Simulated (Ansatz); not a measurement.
**CH3NOSn: one species, many methods**

The task here is to estimate one member of a computed series from the others.

Program: Ansatz 0.2.0, Gaussian basis. Level of theory: functionals in def2-TZVPP, the program's frozen cores in correlated methods. These are calculated values, not measurements.

Levels to be run: LDA (SPW92), PBE-D4, revPBE-D4, BLYP-D4, r2SCAN-D4, B97M-V, PBE0-D4, B3LYP-D4, r2SCANh-D4, r2SCAN0-D4, HSE06-D4, BHLYP-D4, CAM-B3LYP-D4, LC-ωPBE, ωB97X-V, ωB97M-V, B2PLYP, PBE-QIDH; CCSD(T)/def2-SVP; CCSD(T)/def2-TZVPP; MP2/def2-QZVPP; extrapolation to the limit; RPA on PBE.

### The geometry

An earlier PBE0-D4 in a triple-zeta def2 set relaxation fixed the geometry. Sn takes the def2 core potential; no spin-orbit term is included.

7 atoms, charge 0, spin multiplicity 1.

Atoms are counted from 1 here; the program's logs count them from 0.

Bond lengths: O1–C2 1.151 Å, C2–N3 1.220 Å, N3–Sn4 2.506 Å, N3–H5 1.009 Å, Sn4–H6 1.777 Å, Sn4–H7 1.777 Å. Angles: O1–C2–N3 174.1°, C2–N3–Sn4 127.2°, C2–N3–H5 122.4°, Sn4–N3–H5 110.3°, N3–Sn4–H6 82.5°, N3–Sn4–H7 82.5°, H6–Sn4–H7 90.6°.

As a file:

```mol
CH3NOSn
  3D, bonds by distance, orders not assigned

  7  6  0  0  0  0  0  0  0  0999 V2000
   -0.0629   -2.6291    1.0975 O   0  0
    0.2203   -1.5752    0.7312 C   0  0
    0.4024   -0.4478    0.3020 N   0  0
   -1.2677    1.0253   -0.8478 Sn  0  0
    1.2926    0.0223    0.3753 H   0  0
   -0.6097    2.2454    0.2642 H   0  0
    0.0861    1.2911   -1.9680 H   0  0
  1  2  8  0
  2  3  8  0
  3  4  8  0
  3  5  8  0
  4  6  8  0
  4  7  8  0
M  END
```

The first run:

Input file in.yaml:

```yaml
crystal:
  periodic: [false, false, false]
  atoms:
    - {symbol: O, position_ang: [-0.062905, -2.629107, 1.097473]}
    - {symbol: C, position_ang: [0.220289, -1.575172, 0.731188]}
    - {symbol: N, position_ang: [0.402427, -0.447840, 0.301976]}
    - {symbol: Sn, position_ang: [-1.267699, 1.025295, -0.847837]}
    - {symbol: H, position_ang: [1.292617, 0.022342, 0.375285]}
    - {symbol: H, position_ang: [-0.609657, 2.245364, 0.264167]}
    - {symbol: H, position_ang: [0.086129, 1.291119, -1.967952]}
basis:
  gaussian: {orbitals: def2-TZVPP}
hamiltonian: {xc: lda}
output: {orbitals: {seedname: orbitals}}
```

Launch:

```
$ ansatz run in.yaml --threads 2 --pin off --events-out ev --progress --plain --max-ram 4352MiB
```

Among the steps run: LDA; PBE-D4 (GGA); revPBE-D4 (GGA); BLYP-D4 (GGA); r2SCAN-D4 (meta-GGA); B97M-V (meta-GGA); B3LYP-D4 (hybrid); r2SCANh-D4 (hybrid); r2SCAN0-D4 (hybrid); HSE06-D4 (hybrid); BHLYP-D4 (hybrid); CAM-B3LYP-D4 (range-separated); LC-ωPBE (range-separated); ωB97X-V (range-separated); ωB97M-V (range-separated); B2PLYP (double hybrid); PBE-QIDH (double hybrid).

One table of the session follows, with a row left open; its other results are not shown here.

It belongs to the step «Frontier levels by functional». 

| functional | HOMO (eV) | LUMO (eV) | gap (eV) |
| --- | --- | --- | --- |
| LDA (SPW92) | -5.29 | -3.03 | 2.26 |
| PBE-D4 | -5.14 | -2.75 | 2.38 |
| revPBE-D4 | -5.08 | -2.65 | 2.43 |
| BLYP-D4 | -5.04 | -2.65 | 2.39 |
| r2SCAN-D4 | ? | ? | ? |
| B97M-V | -5.28 | -2.46 | 2.81 |
| PBE0-D4 | -6.07 | -1.87 | 4.20 |
| B3LYP-D4 | -5.94 | -2.11 | 3.83 |
| r2SCANh-D4 | -5.71 | -2.20 | 3.51 |
| r2SCAN0-D4 | -6.23 | -1.73 | 4.50 |
| HSE06-D4 | -5.68 | -2.24 | 3.45 |
| BHLYP-D4 | -6.92 | -0.97 | 5.95 |
| CAM-B3LYP-D4 | -7.30 | -0.87 | 6.43 |
| LC-ωPBE | -8.47 | 0.26 | 8.73 |
| ωB97X-V | -8.20 | 0.17 | 8.37 |
| ωB97M-V | -8.12 | -0.01 | 8.11 |

Estimate the missing values for r2SCAN-D4.

Worked estimate for «HOMO (eV)». Against the share of exact exchange, r2SCANh-D4 (0.1, -5.71), r2SCAN0-D4 (0.25, -6.23) give a slope of -3.47 per unit share; at 0 the line stands at -5.36.

**Answer.** HOMO (eV): -5.36; LUMO (eV): -2.52; gap (eV): 2.84. In «HOMO (eV)» the line misses by 0.00.
